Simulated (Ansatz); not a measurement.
# C₂H₈O₄Si: how energies converge with the basis set

How large a basis does C₂H₈O₄Si need? Two functionals are run in growing sets.

Method: one geometry, several basis sets; program: Ansatz 0.2.0, Gaussian basis.

Plan: PBE0-D4/def2-SVP; ωB97M-V/def2-SVP; PBE0-D4/def2-QZVPP; ωB97M-V/def2-QZVPP; the functionals' def2-TZVPP values are taken from earlier runs.

**1. The relaxed structure**

All runs share one geometry, relaxed beforehand with PBE0-D4 in a triple-zeta def2 set.

SMILES `CO[Si](O)(O)OC`, 15 atoms, charge 0, spin multiplicity 1.

Atoms are counted from 1 here; the program's logs count them from 0.

Bond lengths: C1–O2 1.412 Å, C1–H8 1.091 Å, C1–H9 1.095 Å, C1–H10 1.094 Å, O2–Si3 1.626 Å, Si3–O4 1.630 Å, Si3–O5 1.630 Å, Si3–O6 1.626 Å, O4–H11 0.958 Å, O5–H12 0.958 Å, O6–C7 1.412 Å, C7–H13 1.095 Å, C7–H14 1.091 Å, C7–H15 1.094 Å. Angles: O2–C1–H8 108.1°, O2–C1–H9 111.1°, O2–C1–H10 111.2°, H8–C1–H9 108.6°, H8–C1–H10 109.0°, H9–C1–H10 108.7°, C1–O2–Si3 124.3°, O2–Si3–O4 106.5°, O2–Si3–O5 107.0°, O2–Si3–O6 115.1°, O4–Si3–O5 115.1°, O4–Si3–O6 107.0°, O5–Si3–O6 106.5°, Si3–O4–H11 116.8°, Si3–O5–H12 116.8°, Si3–O6–C7 124.3°, O6–C7–H13 111.1°, O6–C7–H14 108.1° and more.

Coordinates:

```csv
atom,x (Å),y (Å),z (Å)
C1,-0.97909,2.06136,0.17882
O2,-1.06342,0.69517,0.52344
Si3,-0.47087,-0.51749,-0.38331
O4,-0.99505,-1.90298,0.29739
O5,-0.97895,-0.26259,-1.91125
O6,1.15178,-0.60193,-0.44463
C7,1.97084,-0.97870,0.64144
H8,-1.56108,2.63115,0.90492
H9,0.05739,2.41289,0.20894
H10,-1.38246,2.24350,-0.82134
H11,-1.87764,-1.89496,0.66927
H12,-0.49213,-0.70408,-2.60797
H13,1.94101,-0.22769,1.43759
H14,2.99695,-1.06202,0.27986
H15,1.66092,-1.94213,1.05611
```

**2. PBE0-D4 in def2-SVP**

Input file in.yaml:

```yaml
crystal:
  periodic: [false, false, false]
  atoms:
    - {symbol: C, position_ang: [-0.979093, 2.061363, 0.178824]}
    - {symbol: O, position_ang: [-1.063424, 0.695166, 0.523444]}
    - {symbol: Si, position_ang: [-0.470868, -0.517489, -0.383314]}
    - {symbol: O, position_ang: [-0.995047, -1.902980, 0.297392]}
    - {symbol: O, position_ang: [-0.978950, -0.262588, -1.911250]}
    - {symbol: O, position_ang: [1.151777, -0.601935, -0.444628]}
    - {symbol: C, position_ang: [1.970842, -0.978703, 0.641442]}
    - {symbol: H, position_ang: [-1.561077, 2.631147, 0.904923]}
    - {symbol: H, position_ang: [0.057389, 2.412892, 0.208936]}
    - {symbol: H, position_ang: [-1.382458, 2.243505, -0.821335]}
    - {symbol: H, position_ang: [-1.877640, -1.894964, 0.669274]}
    - {symbol: H, position_ang: [-0.492130, -0.704078, -2.607973]}
    - {symbol: H, position_ang: [1.941013, -0.227687, 1.437595]}
    - {symbol: H, position_ang: [2.996948, -1.062016, 0.279858]}
    - {symbol: H, position_ang: [1.660918, -1.942133, 1.056110]}
basis:
  gaussian: {orbitals: def2-SVP}
hamiltonian: {xc: pbe0, dispersion: d4}
output: {orbitals: {seedname: orbitals}}
```

Launch:

```
$ ansatz run in.yaml --threads 4 --pin off --events-out ev --progress --plain --max-ram 11315MiB
```

The runs that follow: ωB97M-V in def2-SVP; PBE0-D4 in def2-QZVPP; ωB97M-V in def2-QZVPP.

Q: Predict the results of all the runs planned. Wanted: PBE0-D4: double and triple zeta above quadruple; ωB97M-V: double and triple zeta above quadruple.

As calculated:

| quantity | value |
| --- | --- |
| PBE0-D4: double and triple zeta above quadruple | 16.81, 0.90 eV |
| ωB97M-V: double and triple zeta above quadruple | 17.10, 0.86 eV |

**Reading.** For PBE0-D4 the step from double to triple zeta gains 15.91 eV and the next only 0.90 eV. These are total energies; as a rule much of such shifts cancels in differences, which this series doesn't test. The LUMO of ωB97M-V is positive and keeps falling with the basis (3.10 to 1.56 eV): an unbound level that the basis holds in place.
